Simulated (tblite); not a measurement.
# H50Si34: the cost of one run

Programs: tblite 0.8.0 and PySCF 2.14.0, with routines of our own; each step states its level. All values are computed. Atoms count from 0.

## (1) The starting structure

84 atoms, charge 0, multiplicity 1; geometry from: force field, distance geometry or constructed start.

## (2) Optimising the geometry with GFN2-xTB

The job: settings as JSON, then the geometry in Å.

```
{"job": {"kind": "relax", "xc": "GFN2-xTB", "basis": "xTB"}, "charge": 0, "multiplicity": 1}
Si    -4.816900     2.782100    -0.376600
Si    -6.753800     3.900000     0.368100
Si    -8.674100     2.781600    -0.374000
Si    -8.680000     0.561200     0.368800
Si    -6.751600    -0.558000    -0.371600
Si    -4.825100     0.556300     0.372400
Si     8.679400    -0.555100    -0.378300
Si     6.754000     0.559500     0.376500
Si     4.824500    -0.558900    -0.375400
Si     4.819000    -2.784700     0.376600
Si     6.748500    -3.898600    -0.377100
Si     8.676800    -2.785900     0.375000
Si     2.889700     2.784600    -0.370000
Si     0.966600     3.896800     0.372300
Si    -0.966600     2.789000    -0.374800
Si    -0.966300     0.557400     0.381300
Si     0.964800    -0.554900    -0.374100
Si     2.892000     0.553400     0.374000
Si   -10.608600    -0.555000    -0.372500
Si   -10.605200    -2.783000     0.377700
Si    -8.681600    -3.893600    -0.373500
Si    -6.751500    -2.782400     0.374800
Si     6.754000     2.788500    -0.368400
Si     4.817600     3.893100     0.373500
Si    -2.892600     3.900000     0.375900
Si    -2.899200    -0.557700    -0.372500
Si    -2.892400    -2.781600     0.374300
Si    -0.965000    -3.896800    -0.373800
Si     0.965000    -2.783500     0.373000
Si     2.894200    -3.897000    -0.371600
Si    -4.818200    -3.896800    -0.376100
Si    10.606100     2.785200    -0.374800
Si     8.678300     3.897500     0.373100
Si    10.610100     0.555500     0.378700
H     -4.820600     2.785700    -1.818300
H     -6.750100     3.899600     1.812100
H     -6.751400     5.256200    -0.106100
H     -8.678400     2.786400    -1.817600
H     -9.854900     3.459300     0.101900
H     -8.684100     0.560200     1.816200
H     -6.750700    -0.559100    -1.811200
H     -4.815900     0.551200     1.818700
H      8.684200    -0.555800    -1.818600
H      6.753200     0.556300     1.813200
H      4.818100    -0.555100    -1.812600
H      4.819900    -2.782300     1.811600
H      6.753000    -3.897300    -1.815600
H      6.750300    -5.253500     0.104300
H      8.680900    -2.783500     1.815200
H      9.857900    -3.462500    -0.100000
H      2.892200     2.776600    -1.811900
H      0.971000     3.898700     1.814700
H      0.964000     5.255700    -0.101900
H     -0.967800     2.782300    -1.818000
H     -0.963700     0.555900     1.816500
H      0.963900    -0.553800    -1.814400
H      2.899700     0.551100     1.813100
H    -10.605300    -0.549200    -1.815700
H    -11.784600     0.121900     0.106000
H    -10.608900    -2.781900     1.814000
H    -11.788500    -3.462300    -0.100500
H     -8.675400    -3.897700    -1.816900
H     -8.677600    -5.255400     0.102800
H     -6.750800    -2.780400     1.816100
H      6.756300     2.787200    -1.813000
H      4.816900     3.899200     1.816300
H      4.824200     5.259200    -0.103200
H     -2.890600     3.895700     1.820900
H     -2.897100     5.250800    -0.107000
H     -2.895800    -0.560200    -1.809100
H     -2.894100    -2.787900     1.818300
H     -0.966200    -3.901100    -1.812400
H     -0.962500    -5.257400     0.106200
H      0.964800    -2.779000     1.816500
H      2.897800    -3.897100    -1.818700
H      2.900400    -5.257700     0.101400
H     -4.823900    -3.898000    -1.814300
H     -4.821200    -5.254100     0.107400
H     10.607600     2.780200    -1.818500
H     11.782700     3.458200     0.104500
H      8.677800     3.896500     1.815000
H      8.675100     5.253500    -0.100000
H     10.609900     0.555500     1.820400
H     11.780800    -0.123600    -0.102700
```

Launch:

```
$ OMP_NUM_THREADS=8 python large_run.py task.json out
```

The driver reads the jobs from task.json and runs them one after another.

Q: Estimate the wall time and peak memory of this first job on 8 threads of Arm Neoverse N1, shared host.

About 32 s, with a peak of 0.14 GiB.
